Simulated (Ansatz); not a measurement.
**GaPHS+ (triplet): wave-function methods side by side, cc-pVDZ**

One table from this session's results is given with a row withheld; the runs are named, their logs left out.

Program: Ansatz 0.2.0, Gaussian basis. Level of theory: cc-pVDZ, core rule «outside noble gas», up to 24 orbitals frozen. These are calculated values, not measurements.

Plan: UHF; CCSD(T) on ROHF; CCSD(T) on UHF; BCCD(T) on ROHF; CISD; CCSDT(Q) on ROHF; CCSDT(Q) on UHF.

30 further runs of the same task are left out: 3 for a known fault of the program, 10 that didn't finish, 17 set aside as unsound or not needed.

## The geometry

The geometry is a PBE0/def2-TZVP stationary point (not a proven minimum) of the parent state, kept for this charge and spin. No spin-orbit coupling is included. The filled d shell of Ga may be among the frozen orbitals whatever the setting's name suggests; the logs give the count.

4 atoms, charge 1, spin multiplicity 3.

Atoms are counted from 1 here; the program's logs count them from 0.

Bond lengths: Ga1–S2 2.383 Å, Ga1–P3 2.716 Å, S2–P3 2.068 Å, P3–H4 1.421 Å. Angles: S2–Ga1–P3 47.3°, Ga1–S2–P3 74.8°, Ga1–P3–S2 57.9°, Ga1–P3–H4 156.5°, S2–P3–H4 98.6°.

The first run:

The input, in.yaml:

```yaml
crystal:
  periodic: [false, false, false]
  atoms:
    - {symbol: Ga, position_ang: [0.000000, -0.135446, 1.120787]}
    - {symbol: S, position_ang: [0.000000, 1.132131, -0.896746]}
    - {symbol: P, position_ang: [0.000000, -0.846268, -1.500035]}
    - {symbol: H, position_ang: [0.000000, -0.640869, -2.905642]}
basis:
  gaussian: {orbitals: cc-pVDZ}
total_charge: 1
magnetization: {spin_polarized: true, initial_magnetization: 2}
hamiltonian: {xc: hf}
output: {orbitals: {seedname: orbitals}}
```

Launch:

```console
> ansatz run in.yaml --threads 1 --pin off --events-out ev --progress --plain --max-ram 2393MiB
```

Steps of the session up to this table: UHF; CCSD(T) on ROHF; CCSD(T) on UHF; BCCD(T) on ROHF; CISD; CCSDT(Q) on ROHF; CCSDT(Q) on UHF.

One of the session's tables, all rows but one given; the rest of the session is left out.

It belongs to the step «Misses and costs». 

| method | from UCCSDT(Q) (meV) |
| --- | --- |
| ROHF | +8753.4 |
| UHF | +8327.5 |
| RMP2 | +1420.5 |
| UMP2 | +1523.4 |
| RCCSD | +409.9 |
| UCCSD | +392.7 |
| RCCSD(T) | +75.2 |
| UCCSD(T) | +75.5 |
| BCCD(T) | +74.7 |
| RCCSDT | +33.8 |
| UCCSDT | +28.6 |
| RCCSDT(Q) | ? |
| UCCSDT(Q) | 0 |

**Question.** Estimate the row for RCCSDT(Q).

The run gave: from UCCSDT(Q) (meV): +5.8. In the column «from UCCSDT(Q) (meV)» it lies between UCCSDT(Q) (0) and UCCSDT (+28.6).

Not comparable, so not listed: CISD (they don't share determinant, frozen orbitals or solution with the rows shown, or repeat one).

To keep in mind: Restricted and unrestricted rows rest on different reference determinants; where their highest levels disagree by more than a few hundredths of an eV, they describe different states and don't form one ladder.
